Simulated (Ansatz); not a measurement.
Working through a cohesive energy from free atoms of LiMg and its free atoms

Computed with the Python package of Ansatz (0.2.0).

Run as a notebook:

```python
from collections import Counter
import warnings

import ansatz as az
```

```python
PHASES = {
    "LiMg": (
        [(1.545751, 0.89244, 5.081052), (-1.545751, 0.89244, 5.081052), (0.0, -1.78488, 5.081052)],
        [
            ("Li", (0.0, 0.0, 0.0)),
            ("Mg", (0.5, 0.5, 0.5)),
        ],
    ),
}
```

```python
def build(vectors, sites):
    crystal = az.Crystal(lattice=az.Lattice.of(vectors))
    for symbol, position in sites:
        crystal = crystal.atom(symbol, position)
    return crystal
```

```python
def counts(outcome):
    return Counter(site.symbol for site in outcome.lattice.sites)
```

```python
UNPAIRED = {"Li": 1, "Mg": 0}  # unpaired electrons of the free atoms
```

```python
def run_phase(name, crystal):
    calc = (
        crystal.calculation()
        .functional("LDA")
        .basis(520)  # a bare number is in eV
        .kpoints(spacing=0.14)
        .occupations("gaussian", width=0.02)
    )
    if name.endswith(" atom"):
        calc = calc.kpoints(1, 1, 1).occupations("fermi_dirac", width=0.01)
        if UNPAIRED[name.split()[0]]:
            calc = calc.spin("collinear")
        return calc.run()
    calc = calc.relax(force_tolerance=0.03, cell=True)
    return calc.run()
```

```python
warnings.simplefilter("ignore")
```

```python
phases = {name: build(*cell) for name, cell in PHASES.items()}
# a box with unlike edges lets an open shell break the spherical symmetry
for element, moment in UNPAIRED.items():
    phases[f"{element} atom"] = az.Lattice.orthorhombic(9.0, 9.5, 10.0).atom(element, (0.5, 0.5, 0.5), moment=moment or None)
```

```python
done = {}
for name, crystal in phases.items():
    done[name] = run_phase(name, crystal)
    print(f"{name}: {done[name].report['energy_sigma0_ev']:.4f} eV, {len(done[name].lattice.sites)} atoms")

for element in UNPAIRED:
    atom = done[f"{element} atom"].report
    print(f"{element} atom: {atom['energy_sigma0_ev']:.4f} eV, moment {atom['magnetization_mub']:.2f} muB")
solid = done["LiMg"]
n = counts(solid)
binding = (sum(k * done[f"{e} atom"].report["energy_sigma0_ev"] for e, k in n.items()) - solid.report["energy_sigma0_ev"]) / sum(n.values())
print(f"cohesive energy {binding:.3f} eV/atom = {96.4853 * binding:.0f} kJ/mol of atoms (no zero-point energy)")
```

    LiMg: -2103.3287 eV, 2 atoms
    Li atom: -199.8760 eV, 1 atoms
    Mg atom: -1899.8510 eV, 1 atoms
    Li atom: -199.8760 eV, moment 1.00 muB
    Mg atom: -1899.8510 eV, moment 0.00 muB
    cohesive energy 1.801 eV/atom = 174 kJ/mol of atoms (no zero-point energy)

Caveats:
- Absolute energies stand on the zero of these potentials, so only differences at equal settings mean something.
- Other magnetic orders than the one started from may lie lower.
- For the metals among these phases the mesh is modest: differences between phases can be off by up to 40 meV an atom.
- The cells come from databases of deposited and of computed structures, and not all need be stable phases.
- Free atoms in a box carry small image and symmetry errors, and spin-orbit coupling is left out.
- Wall time of the script: 78 s on 1 thread of Arm Neoverse V2, with other jobs on the host, peak memory 0.71 GiB.
